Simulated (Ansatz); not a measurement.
# GeH3O (doublet): from Hartree-Fock to the top rungs at distance Ge1–O2 = 2.166 Å, cc-pVDZ

How much of the correlation energy of GeH3O (doublet) does each wave-function method recover here?

Program: Ansatz 0.2.0, Gaussian basis. Level of theory: cc-pVDZ, core rule «outside noble gas», up to 15 orbitals frozen. These are calculated values, not measurements.

The runs, in order: UHF; CCSD(T) on ROHF; CCSD(T) on UHF; BCCD(T) on ROHF; CISD; CCSDT(Q) on ROHF; CCSDT(Q) on UHF; CASSCF and MRCISD+Q, 3 electrons in 3 orbitals; CASSCF and NEVPT2, 3 electrons in 3 orbitals.

25 further runs of the same task are left out: 2 for a mislabelled method, 19 that didn't finish, 4 set aside as unsound or not needed.

## 1. What is computed

The geometry derives from a PBE0/def2-TZVP stationary point (not a proven minimum). One bond is set to the value named and the two fragments are kept rigid. No spin-orbit coupling is included. The filled d shell of Ge may be among the frozen orbitals whatever the setting's name suggests; the logs give the count.

5 atoms, charge 0, spin multiplicity 2.

Atoms are counted from 1 here; the program's logs count them from 0.

Bond lengths: Ge1–O2 2.166 Å, Ge1–H3 1.557 Å, Ge1–H4 1.546 Å, O2–H5 0.960 Å. Angles: O2–Ge1–H3 109.0°, O2–Ge1–H4 103.7°, H3–Ge1–H4 111.8°, Ge1–O2–H5 112.6°.

## 2. UHF

Input file in.yaml:

```yaml
crystal:
  periodic: [false, false, false]
  atoms:
    - {symbol: Ge, position_ang: [-0.040072, -0.019199, 0.394192]}
    - {symbol: O, position_ang: [0.100436, 0.130992, -1.762021]}
    - {symbol: H, position_ang: [0.746475, -1.277521, 0.865924]}
    - {symbol: H, position_ang: [0.614477, 1.287856, 0.896241]}
    - {symbol: H, position_ang: [-0.067296, -0.705993, -2.201532]}
basis:
  gaussian: {orbitals: cc-pVDZ}
magnetization: {spin_polarized: true, initial_magnetization: 1}
hamiltonian: {xc: hf}
output: {orbitals: {seedname: orbitals}}
```

Launch:

```bash
$ ansatz run in.yaml --threads 1 --pin off --events-out ev --progress --plain --max-ram 2393MiB
```

Further steps of the session: CCSD(T) on ROHF; CCSD(T) on UHF; BCCD(T) on ROHF; CISD; CCSDT(Q) on ROHF; CCSDT(Q) on UHF; CASSCF and MRCISD+Q, 3 electrons in 3 orbitals; CASSCF and NEVPT2, 3 electrons in 3 orbitals.

**Question.** What will the summary of the whole plan be? Wanted: UCCSDT(Q) below the RHF energy; RMP2 from UCCSDT(Q); UMP2 from UCCSDT(Q); RCCSD from UCCSDT(Q); RCCSD(T) from UCCSDT(Q); UCCSD(T) from UCCSDT(Q); RCCSDT(Q) from UCCSDT(Q); NEVPT2 pair from UCCSDT(Q); MRCISD+Q pair from UCCSDT(Q).

**Answer**, as computed:

| quantity | value |
| --- | --- |
| UCCSDT(Q) below the RHF energy | -8.6595 eV |
| RMP2 from UCCSDT(Q) | +21.46 kcal/mol |
| UMP2 from UCCSDT(Q) | +21.73 kcal/mol |
| RCCSD from UCCSDT(Q) | +6.72 kcal/mol |
| RCCSD(T) from UCCSDT(Q) | +1.53 kcal/mol |
| UCCSD(T) from UCCSDT(Q) | +1.48 kcal/mol |
| RCCSDT(Q) from UCCSDT(Q) | +0.21 kcal/mol |
| NEVPT2 pair from UCCSDT(Q) | +21.63 kcal/mol |
| MRCISD+Q pair from UCCSDT(Q) | +3.52 kcal/mol |
| levels within 1 kcal/mol (43 meV) | RCCSDT, UCCSDT, RCCSDT(Q) |
| T1 diagnostic | 0.029 |

**Reading.** RCCSD(T) misses by +1.53 kcal/mol, 0.8 % of the correlation energy. Of the multireference levels listed MRCISD+Q pair comes nearest in total energy (+3.52 kcal/mol), which doesn't show that its space is the better one. These misses are within one basis, not against nature; the frozen cores of restricted and unrestricted runs differ, which can shift their rows.
